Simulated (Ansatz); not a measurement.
# Pt: a scan of SCF settings

Which SCF settings change the result for Pt, and which only the effort? The default run comes first. Pt is taken in the coordinates of a database entry, unrelaxed (space group Fm-3m), 1 atom in the cell. Source: COD entry 2104026.

Program: Ansatz 0.2.0. Level of theory: DFT PBE, PAW, plane waves, scalar-relativistic. These are calculated values, not measurements.

### Step 1. The starting structure

It takes space group Fm-3m (No. 225, cubic). Conventional cell: a = 3.738 Å, b = 3.738 Å, c = 3.738 Å, α = 90.00°, β = 90.00°, γ = 90.00°. Around Pt (site symmetry m-3m) lie 12 Pt at 2.64 Å.

Coordinates:

```
Pt
1.0
     0.00000    1.86905    1.86905
     1.86905    0.00000    1.86905
     1.86905    1.86905    0.00000
Pt
1
Direct
  0.00000 0.00000 0.00000
```

In tables a label like Pt1 counts atoms in the order of input.yaml; a structure file may count by element.

After the default run come: tetrahedron occupations; Broyden, β 0.3, history 8, no preconditioner; fixed occupations; iteration limit 12; linear mixing, β 0.5, no preconditioner; linear mixing, β 0.7, no preconditioner; Anderson, β 0.5, backtracking line search; MSR1 mixing, preconditioner LDOS; Anderson, β 0.8, history 12, no preconditioner.

The search for lower states is off throughout, and inputs that name a mixer don't switch to direct minimisation unless they say so. Spin polarisation is off.

### Step 2. Default SCF settings

Input file input.yaml:

```yaml
crystal:
  lattice:
    - [0.0, 1.86905, 1.86905]
    - [1.86905, 0.0, 1.86905]
    - [1.86905, 1.86905, 0.0]
  atoms:
    - { symbol: Pt, position: [0.0, 0.0, 0.0] }
hamiltonian:
  xc: pbe
  pseudopotentials: { kind: paw }
basis:
  ecutwfc: 420
kpoints:
  mp_grid: { grid: [14, 14, 14] }
scf:
  occupations: { method: fermi_dirac, width: 0.1 }
  lower_state_search: "off"
output:
  forces: true
  stress: true
```

Run with:

```bash
> ansatz run input.yaml --threads 2 --pin off --max-ram 5120MiB --backend cpu --events-out ev --progress --plain --runs-dir out
```

Further steps of the session: Tetrahedron occupations; Broyden, β 0.3, history 8, no preconditioner; Fixed occupations; Iteration limit 12; Linear mixing, β 0.5, no preconditioner; Linear mixing, β 0.7, no preconditioner; Anderson, β 0.5, backtracking line search; MSR1 mixing, preconditioner LDOS; Anderson, β 0.8, history 12, no preconditioner.

Q: What does this run give, and which of the planned changes alter effort or result? Wanted: largest shift of the free energy by occupations, cutoff, mesh or field.

As calculated:

| quantity | value |
| --- | --- |
| default run | 6 iterations, with no gap on the k-mesh |
| fewest iterations to that state among the runs shown | 4 (Anderson, β 0.5, backtracking line search) |
| most iterations to it | 7 (linear mixing, β 0.5, no preconditioner) |
| runs that end in another state, among changes of path alone | 0 |
| largest shift of the free energy by occupations, cutoff, mesh or field | +640 meV/atom (fixed occupations) |

**Reading.** 8 runs solve the same problem and reach the default's state, in 4 to 7 iterations: there the settings change the path, not the answer. Occupations, cutoff, mesh and fields change the problem that is solved, not just the path; the largest shift here is that of “fixed occupations”. Counts include iterations that the program adds to test a close, so a difference of one or two ranks nothing. The starting density is a sum of atomic densities corrected by a trained network, so it is already close to self-consistency. Forces or pressure are large in this cell, so the entry is far from the computed equilibrium and may be faulty or of a sample under other conditions.
